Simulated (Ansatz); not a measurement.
# Cl₂GaH₂N: one species, many methods

One table from this session's results is given with a row withheld; the runs are named, their logs left out.

Computed with Ansatz 0.2.0, Gaussian basis. Level: functionals in def2-TZVPP, the program's frozen cores in correlated methods.

Levels to be run: LDA (SPW92), PBE-D4, revPBE-D4, BLYP-D4, r2SCAN-D4, B97M-V, PBE0-D4, B3LYP-D4, r2SCANh-D4, r2SCAN0-D4, HSE06-D4, BHLYP-D4, CAM-B3LYP-D4, LC-ωPBE, ωB97X-V, ωB97M-V, B2PLYP, PBE-QIDH; CCSD(T)/def2-SVP; CCSD(T)/def2-TZVPP; MP2/def2-QZVPP; extrapolation to the limit; RPA on PBE.

**The relaxed structure**

The geometry comes from an earlier relaxation with PBE0-D4 in a triple-zeta def2 set; it is a stationary point.

SMILES `[NH2][Ga]([Cl])[Cl]`, 6 atoms, charge 0, spin multiplicity 1.

Atoms are counted from 1 here; the program's logs count them from 0.

Bond lengths: N1–Ga2 1.791 Å, N1–H5 1.005 Å, N1–H6 1.005 Å, Ga2–Cl3 2.124 Å, Ga2–Cl4 2.124 Å. Angles: Ga2–N1–H5 123.0°, Ga2–N1–H6 123.0°, H5–N1–H6 113.7°, N1–Ga2–Cl3 120.6°, N1–Ga2–Cl4 120.6°, Cl3–Ga2–Cl4 118.8°.

The first run:

Input file in.yaml:

```yaml
crystal:
  periodic: [false, false, false]
  atoms:
    - {symbol: N, position_ang: [-0.171993, 1.044654, -0.085019]}
    - {symbol: Ga, position_ang: [0.140180, -0.714932, 0.029616]}
    - {symbol: Cl, position_ang: [1.637003, -1.463798, 1.337573]}
    - {symbol: Cl, position_ang: [-0.961312, -2.087487, -1.159850]}
    - {symbol: H, position_ang: [0.296908, 1.722196, 0.489991]}
    - {symbol: H, position_ang: [-0.898687, 1.435268, -0.658513]}
basis:
  gaussian: {orbitals: def2-TZVPP}
hamiltonian: {xc: lda}
output: {orbitals: {seedname: orbitals}}
```

Started as:

```bash
$ ansatz run in.yaml --threads 4 --pin off --events-out ev --progress --plain --max-ram 10444MiB
```

Steps of the session up to this table: LDA; PBE-D4 (GGA); revPBE-D4 (GGA); BLYP-D4 (GGA); r2SCAN-D4 (meta-GGA); B97M-V (meta-GGA); PBE0-D4 (hybrid); B3LYP-D4 (hybrid); r2SCANh-D4 (hybrid); r2SCAN0-D4 (hybrid); HSE06-D4 (hybrid); BHLYP-D4 (hybrid); CAM-B3LYP-D4 (range-separated); LC-ωPBE (range-separated); ωB97X-V (range-separated); ωB97M-V (range-separated); B2PLYP (double hybrid); PBE-QIDH (double hybrid).

One of the session's tables, all rows but one given; the rest of the session is left out.

It belongs to the step «Orbital energies across the functionals». 

| functional | HOMO (eV) | gap (eV) |
| --- | --- | --- |
| LDA (SPW92) | -6.86 | 4.61 |
| PBE-D4 | -6.65 | 4.69 |
| revPBE-D4 | -6.57 | 4.74 |
| BLYP-D4 | -6.51 | 4.58 |
| r2SCAN-D4 | -6.97 | 5.32 |
| B97M-V | -6.99 | 5.24 |
| PBE0-D4 | -8.07 | 7.05 |
| B3LYP-D4 | -7.81 | 6.46 |
| r2SCANh-D4 | -7.50 | 6.18 |
| r2SCAN0-D4 | -8.29 | 7.47 |
| HSE06-D4 | -7.66 | 6.27 |
| BHLYP-D4 | -9.38 | 9.25 |
| CAM-B3LYP-D4 | -9.52 | 9.46 |
| LC-ωPBE | -10.98 | 12.27 |
| ωB97X-V | ? | ? |
| ωB97M-V | -10.44 | 11.30 |

**Question.** Estimate the row for ωB97X-V.

The run gave: HOMO (eV): -10.56; gap (eV): 11.65. In the column «HOMO (eV)» it lies between LC-ωPBE (-10.98) and ωB97M-V (-10.44).
